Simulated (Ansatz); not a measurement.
This script for Ansatz 0.2.0 through its Python package starts 5 runs on CH4NSb, SMILES C=[N][SbH2]. What input does the engine get in each?

Script `run_relaxed_scan.py`:
```python
import ansatz as az
import numpy as np

config = {
    "basis": "def2-SVP",
    "functional": "pbe0",
    "dispersion": "d4",
}

geometry_ang = [
    ("C", [-0.8536, -0.4853, -0.6901]),
    ("N", [-0.465, -0.9154, 0.4047]),
    ("Sb", [1.0632, 0.0164, 1.417]),
    ("H", [-1.6399, -0.9313, -1.22]),
    ("H", [-0.4692, 0.4508, -1.1496]),
    ("H", [0.3552, 1.6162, 1.2326]),
    ("H", [2.0705, 0.1807, -0.0404]),
]
system = az.Crystal.molecule()
for symbol, xyz in geometry_ang:
    system = system.atom(symbol, xyz)

base = (
    system.calculation()
    .basis(gaussian=config["basis"])
    .functional(config["functional"], dispersion=config["dispersion"])
)
symbols = [site.symbol for site in system.cartesian_sites]
pairs = [(0, 1), (0, 3), (0, 4), (1, 2), (2, 5), (2, 6)]
print("held (A)   E (eV)        ", "  ".join(f"{symbols[i]}{i}-{symbols[j]}{j}" for i, j in pairs))
for length in [1.89, 2.06, 2.22, 2.47, 2.78]:
    summary = base.relax(constraints=[az.DistanceConstraint((1, 2), at=length)], force_tolerance=0.02, max_steps=60).run(threads=1, pin="off").report
    xyz = np.array(summary["positions_ang"])
    print(f"{length:6.2f} {summary['free_energy_ev']:14.5f}  ", "  ".join(f"{np.linalg.norm(xyz[i] - xyz[j]):.3f}" for i, j in pairs))
```

Run 1:
```yaml
crystal:
  periodic: [false, false, false]
  atoms:
    - { symbol: C, position_ang: [-0.8536, -0.4853, -0.6901] }
    - { symbol: "N", position_ang: [-0.465, -0.9154, 0.4047] }
    - { symbol: Sb, position_ang: [1.0632, 0.0164, 1.417] }
    - { symbol: H, position_ang: [-1.6399, -0.9313, -1.22] }
    - { symbol: H, position_ang: [-0.4692, 0.4508, -1.1496] }
    - { symbol: H, position_ang: [0.3552, 1.6162, 1.2326] }
    - { symbol: H, position_ang: [2.0705, 0.1807, -0.0404] }
basis:
  gaussian:
    orbitals: def2-SVP
hamiltonian:
  xc: pbe0
  dispersion: d4
relax:
  f_tol: 0.02
  max_steps: 60
  constraints:
    - { distance: [1, 2], at: 1.89 }
```

Run 2, against run 1:
```diff
-    - { distance: [1, 2], at: 1.89 }
+    - { distance: [1, 2], at: 2.06 }
```

Run 3, against run 1:
```diff
-    - { distance: [1, 2], at: 1.89 }
+    - { distance: [1, 2], at: 2.22 }
```

Run 4, against run 1:
```diff
-    - { distance: [1, 2], at: 1.89 }
+    - { distance: [1, 2], at: 2.47 }
```

Run 5, against run 1:
```diff
-    - { distance: [1, 2], at: 1.89 }
+    - { distance: [1, 2], at: 2.78 }
```

```console
$ python run_relaxed_scan.py
held (A)   E (eV)         C0-N1  C0-H3  C0-H4  N1-Sb2  Sb2-H5  Sb2-H6
DeckWarning: relax.constraints: the input's atoms, or those drawn, lie off the distances that are held; a relaxation that starts there is brought onto them ahead of its first SCF, by positions alone, [...]
  1.89    -9122.99772   1.260  1.106  1.113  1.890  1.741  1.717
  2.06    -9123.34530   1.262  1.108  1.112  2.060  1.733  1.716
  2.22    -9123.25882   1.262  1.109  1.110  2.220  1.727  1.716
  2.47    -9122.80167   1.259  1.111  1.108  2.470  1.716  1.724
  2.78    -9122.11704   1.253  1.114  1.107  2.780  1.718  1.723
```
(Warnings from the package without file and line, shortened, repeats left out.)

Reading the output:
- Total energies depend on the basis set; only differences at equal settings carry meaning.
- The energies are electronic: no zero-point or thermal terms, and the basis set is short of its limit.
- def2 sets replace the cores of elements past krypton by effective core potentials.
- Timing: 6.4 min on 1 thread of Arm Neoverse V1, with other jobs on the host, peak memory 0.25 GiB.

(Lines on the test bed's own set-up are left out of the output.)
